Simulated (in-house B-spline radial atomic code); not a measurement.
**Zr³⁹⁺: isotopes**

What do the measured radii and masses of the isotopes do to the energy of Zr³⁹⁺?

Method: Dirac-Hartree-Fock, average of configuration, Fermi nucleus, basis-set limit. Code: in-house B-spline radial atomic code version 1.

### 1 The system

```
element       : zirconium (Z = 40)
charge        : +39
electrons     : 1
configuration : 1s1
Hamiltonian   : Dirac-Coulomb
nucleus       : Fermi, rms radius 4.279 fm
```

Input settings:

```ini
Z = 40
electrons = 1.0
configuration = 1s1
hamiltonian = dirac
method = hf
spin_polarised = False
nucleus = fermi
rms_radius = 4.2789
mass_number = 87
atomic_mass = 86.914817338
speed_of_light = 137.035999084
```

This reference run was done before. Its total energy is -817.788456 hartree (electron-nucleus part -1672.7563, recoil term 0.005161632), and its levels are (the highest eight at most):

| orbital | occupation | energy (eV) | <r> (bohr) |
| --- | --- | --- | --- |
| 1s1/2 | 1 | -22253.2 | 0.03641 |

### 2 Mass number 88

Input settings:

```ini
Z = 40
electrons = 1.0
configuration = 1s1
hamiltonian = dirac
method = hf
spin_polarised = False
nucleus = fermi
rms_radius = 4.2787
mass_number = 88
atomic_mass = 87.910220715
speed_of_light = 137.035999084
```

### 3 Mass number 89

Input settings:

```ini
Z = 40
electrons = 1.0
configuration = 1s1
hamiltonian = dirac
method = hf
spin_polarised = False
nucleus = fermi
rms_radius = 4.2706
mass_number = 89
atomic_mass = 88.908879751
speed_of_light = 137.035999084
```

### 4 Mass number 90

Input settings:

```ini
Z = 40
electrons = 1.0
configuration = 1s1
hamiltonian = dirac
method = hf
spin_polarised = False
nucleus = fermi
rms_radius = 4.2694
mass_number = 90
atomic_mass = 89.904698755
speed_of_light = 137.035999084
```

### 5 Mass number 91

Input settings:

```ini
Z = 40
electrons = 1.0
configuration = 1s1
hamiltonian = dirac
method = hf
spin_polarised = False
nucleus = fermi
rms_radius = 4.2845
mass_number = 91
atomic_mass = 90.905640205
speed_of_light = 137.035999084
```

### 6 Mass number 92

Input settings:

```ini
Z = 40
electrons = 1.0
configuration = 1s1
hamiltonian = dirac
method = hf
spin_polarised = False
nucleus = fermi
rms_radius = 4.3057
mass_number = 92
atomic_mass = 91.905035336
speed_of_light = 137.035999084
```

### 7 Mass number 94

Input settings:

```ini
Z = 40
electrons = 1.0
configuration = 1s1
hamiltonian = dirac
method = hf
spin_polarised = False
nucleus = fermi
rms_radius = 4.332
mass_number = 94
atomic_mass = 93.906312523
speed_of_light = 137.035999084
```

### 8 Mass number 96

Input settings:

```ini
Z = 40
electrons = 1.0
configuration = 1s1
hamiltonian = dirac
method = hf
spin_polarised = False
nucleus = fermi
rms_radius = 4.3512
mass_number = 96
atomic_mass = 95.908277615
speed_of_light = 137.035999084
```

**Question.** By how much, and in which direction, does each change move the total energy and the levels?

As calculated:

All values are changes from the reference run; energy changes under 2e-05 eV count as noise.

| change | rms radius (fm) | δ<r²> (fm²) | Δ total energy (eV) | Δ recoil term, not in the total or the levels (eV) | Δ 1s1/2 level (eV) |
| --- | --- | --- | --- | --- | --- |
| mass number 88 | 4.2787 | -0.002 | -4.623e-05 | -0.00159 | -4.623e-05 |
| mass number 89 | 4.2706 | -0.071 | -0.001917 | -0.00315 | -0.001917 |
| mass number 90 | 4.2694 | -0.081 | -0.002194 | -0.004671 | -0.002194 |
| mass number 91 | 4.2845 | +0.048 | +0.001295 | -0.006166 | +0.001295 |
| mass number 92 | 4.3057 | +0.230 | +0.006213 | -0.007626 | +0.006213 |
| mass number 94 | 4.3320 | +0.457 | +0.01234 | -0.01046 | +0.01234 |
| mass number 96 | 4.3512 | +0.624 | +0.01684 | -0.01317 | +0.01684 |

The total energy moves by 27.0 meV for each fm² of δ<r²> (from mass number 96): a larger nucleus binds the s electrons less. For that pair the recoil (mass) term changes by 0.013 eV against 0.017 eV from size, so both count. The recoil term is approximate.
